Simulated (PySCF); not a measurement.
# One shape, several levels: C2H6OSi2 (SMILES O[SiH2]C#C[SiH3])

Aim: a comparison of 5 runs (HF/3-21G, HF/def2-SVP, B3LYP/6-31G*, MP2/3-21G, CCSD(T)/3-21G) of C2H6OSi2. 

The results are computed with PySCF 2.14.0.

## 1. Starting point

C2H6OSi2: 11 atoms, total charge 0, spin state singlet. SMILES: `O[SiH2]C#C[SiH3]`. The shape is that of a PBE0-D4/def2-TZVP optimisation. This is one conformer, not always the lowest.

Bond lengths: O1–Si2 1.641 Å, Si2–C3 1.830 Å, C3–C4 1.215 Å, C4–Si5 1.826 Å, O1–H6 0.958 Å, Si2–H7 1.485 Å, Si2–H8 1.477 Å, Si5–H9 1.483 Å, Si5–H10 1.483 Å, Si5–H11 1.483 Å. Some angles: O1–Si2–C3 111.3°, Si2–C3–C4 179.3°, C3–C4–Si5 179.7°, O1–Si2–H7 112.0°, O1–Si2–H8 106.2°, C3–Si2–H7 106.9°, C3–Si2–H8 109.7°, Si2–O1–H6 117.9°, C4–Si5–H9 109.2°, C4–Si5–H10 109.2°.

## 2. Energy and forces at HF/3-21G (run 1)

File input.py:

```python
from pyscf import gto

mol = gto.M(
    atom='''
O     -1.914600    -1.887500     1.499100
Si    -0.322800    -1.495300     1.576600
C      0.129400    -0.290300     0.275200
C      0.424700     0.521200    -0.579500
Si     0.872800     1.733000    -1.869700
H     -2.554000    -1.174100     1.512000
H      0.036500    -0.879300     2.878900
H      0.421900    -2.754400     1.369300
H      1.607100     2.861100    -1.246900
H      1.730900     1.073000    -2.883200
H     -0.366600     2.235500    -2.511100
''',
    max_memory=1860,
    charge=0,
    basis='3-21g',
    verbose=4,
)

mf = mol.RHF()
mf.conv_tol = 1e-10
mf.kernel()
if not mf.converged:
    mf = mf.newton().run(mf.mo_coeff, mf.mo_occ)

e_tot = mf.e_tot
print('E(%s) = %.9f' % ('HF', e_tot))
grad = mf.nuc_grad_method().kernel()
dip = mf.dip_moment()
pop, q = mf.mulliken_pop()
```

On the command line:

```sh
OMP_NUM_THREADS=1 python input.py
```

Log:

```text
PySCF version 2.14.0

[... 69 lines left out ...]
converged SCF energy = -728.031226007273
[... 12 lines left out ...]
Dipole moment(X, Y, Z, Debye): -0.11827,  1.97470, -0.10793
[... 77 lines left out ...]
charge of   10H =     -0.18203
```

Wall time 6.6 s (1 thread of Intel Xeon at 2.50GHz (Skylake/Cascade Lake), shared host); peak memory 0.14 GiB.

## 3. Energy and gradient at HF/def2-SVP (run 2)

File geometry.xyz:

```xyz
11
C2H6OSi2
O     -1.914600    -1.887500     1.499100
Si    -0.322800    -1.495300     1.576600
C      0.129400    -0.290300     0.275200
C      0.424700     0.521200    -0.579500
Si     0.872800     1.733000    -1.869700
H     -2.554000    -1.174100     1.512000
H      0.036500    -0.879300     2.878900
H      0.421900    -2.754400     1.369300
H      1.607100     2.861100    -1.246900
H      1.730900     1.073000    -2.883200
H     -0.366600     2.235500    -2.511100
```

File calc.py:

```python
import pyscf.grad
from pyscf import gto

mol = gto.Mole()
mol.atom = 'geometry.xyz'
mol.verbose = 3
mol.basis = 'def2-svp'
mol.max_memory = 1860
mol.spin = 0
mol.build()

myscf = mol.RHF()
myscf.conv_tol = 1e-10
myscf.kernel()
if not myscf.converged:
    myscf = myscf.newton().run(myscf.mo_coeff, myscf.mo_occ)

e_final = myscf.e_tot
print('E = %.10f Eh' % e_final)
grad = myscf.Gradients().kernel()
myscf.analyze()
```

On the command line:

```sh
OMP_NUM_THREADS=1 python calc.py
```

Log:

```text
converged SCF energy = -731.657583903821
[... 13 lines left out ...]
MO #4   energy= -11.2349704771381  occ= 2
[... 12 lines left out ...]
MO #17  energy= -0.760175948533567 occ= 2
[... 12 lines left out ...]
MO #30  energy= 0.165799394927183  occ= 0
[... 12 lines left out ...]
MO #43  energy= 0.476950369103728  occ= 0
[... 12 lines left out ...]
MO #56  energy= 0.790189564731745  occ= 0
[... 12 lines left out ...]
MO #69  energy= 1.19811627218046   occ= 0
[... 12 lines left out ...]
MO #82  energy= 1.80198407078981   occ= 0
[... 12 lines left out ...]
MO #95  energy= 2.34167969379349   occ= 0
[... 12 lines left out ...]
MO #108 energy= 4.0880951319465    occ= 0
[... 12 lines left out ...]
Dipole moment(X, Y, Z, Debye): -0.32458,  1.51915, -0.04181
```

It took 26 s on 1 thread of Intel Xeon at 2.50GHz (Skylake/Cascade Lake), shared host; peak memory 0.25 GiB.

Runs 3 to 4 aren't shown in full; the table further down has their settings and results.

## 4. The energy at CCSD(T)/3-21G (run 5)

File calc.py:

```python
from pyscf import gto, scf, cc

mol = gto.M(
    atom='''
O     -3.618070    -3.566858     2.832888
Si    -0.610004    -2.825707     2.979342
C      0.244531    -0.548587     0.520053
C      0.802567     0.984925    -1.095096
Si     1.649353     3.274895    -3.533221
H     -4.826361    -2.218727     2.857266
H      0.068975    -1.661636     5.440333
H      0.797275    -5.205062     2.587602
H      3.036979     5.406695    -2.356300
H      3.270927     2.027676    -5.448458
H     -0.692774     4.224483    -4.745291
''',
    max_memory=1860,
    spin=0,
    unit='bohr',
    verbose=3,
    basis='3-21g',
)

hf = scf.RHF(mol)
hf.conv_tol = 1e-10
hf.kernel()
if not hf.converged:
    hf = hf.newton().run(hf.mo_coeff, hf.mo_occ)

mycc = cc.CCSD(hf, frozen=13)
mycc.kernel()
e_t = mycc.ccsd_t()
energy = mycc.e_tot + e_t
print('E(%s) = %.9f' % ('CCSD(T)', energy))
hf.analyze()
```

On the command line:

```sh
OMP_NUM_THREADS=1 python calc.py
```

Log:

```text
converged SCF energy = -728.031226019072
[... 4 lines left out ...]
MO #1   energy= -68.3579688585529  occ= 2
[... 7 lines left out ...]
MO #9   energy= -4.25322800261978  occ= 2
[... 7 lines left out ...]
MO #17  energy= -0.767857502635168 occ= 2
[... 7 lines left out ...]
MO #25  energy= -0.465146030786525 occ= 2
[... 7 lines left out ...]
MO #33  energy= 0.242448137450125  occ= 0
[... 7 lines left out ...]
MO #41  energy= 0.46672317558981   occ= 0
[... 7 lines left out ...]
MO #49  energy= 1.15924767669096   occ= 0
[... 7 lines left out ...]
MO #57  energy= 1.35771924797594   occ= 0
[... 7 lines left out ...]
MO #65  energy= 3.14429416214182   occ= 0
[... 12 lines left out ...]
Dipole moment(X, Y, Z, Debye): -0.11827,  1.97470, -0.10793
```

Run time: 12 s. Hardware: 1 thread of Intel Xeon at 2.50GHz (Skylake/Cascade Lake), shared host; peak memory 0.21 GiB.

## 5. Overview of the runs

```
run                               level  integration grid  frozen core orbitals  energy (Eh)  dipole moment (D) of the reference  HOMO energy (eV)  LUMO energy (eV)  wall time
  1                            HF/3-21G                 –                     –  -728.031226                                1.98            -10.85              3.03      6.6 s
  2                         HF/def2-SVP                 –                     –  -731.657584                                1.55            -10.90              2.72       26 s
  3  B3LYP/6-31G* (spherical functions)                 5                     –  -734.009264                                1.51             -7.66             -0.81       82 s
  4                           MP2/3-21G                 –                    13  -728.433352                                1.98            -10.85              3.03       11 s
  5                       CCSD(T)/3-21G                 –                    13  -728.483188                                1.98            -10.85              3.03       12 s
```

## 6. Outcome

```
                                           quantity          value
                                run 5: total energy  -728.48319 Eh
        run 5: dipole moment (Hartree–Fock density)         1.98 D
         run 5: HOMO energy (Hartree–Fock orbitals)      -10.85 eV
         run 5: LUMO energy (Hartree–Fock orbitals)        3.03 eV
       run 5: HOMO–LUMO gap (Hartree–Fock orbitals)       13.88 eV
run 5: correlation energy (13 core orbitals frozen)     -452.0 mEh
                              run 5: (T) correction     -12.73 mEh
                               run 5: T1 diagnostic          0.012
```

What this shows: Below the HF energy at the same shape and in the same basis (3-21G): MP2 -402.1 mEh; CCSD(T) -452.0 mEh. Over runs 1, 2, 3 the dipole moment (its size) runs from 1.51 D (B3LYP/6-31G*) to 1.98 D (HF/3-21G). The two ends differ in method and basis. Over runs 1, 2, 3 the HOMO–LUMO gap runs from 6.85 eV (B3LYP/6-31G*) to 13.88 eV (HF/3-21G). All runs together took 2.3 min, the longest 82 s.
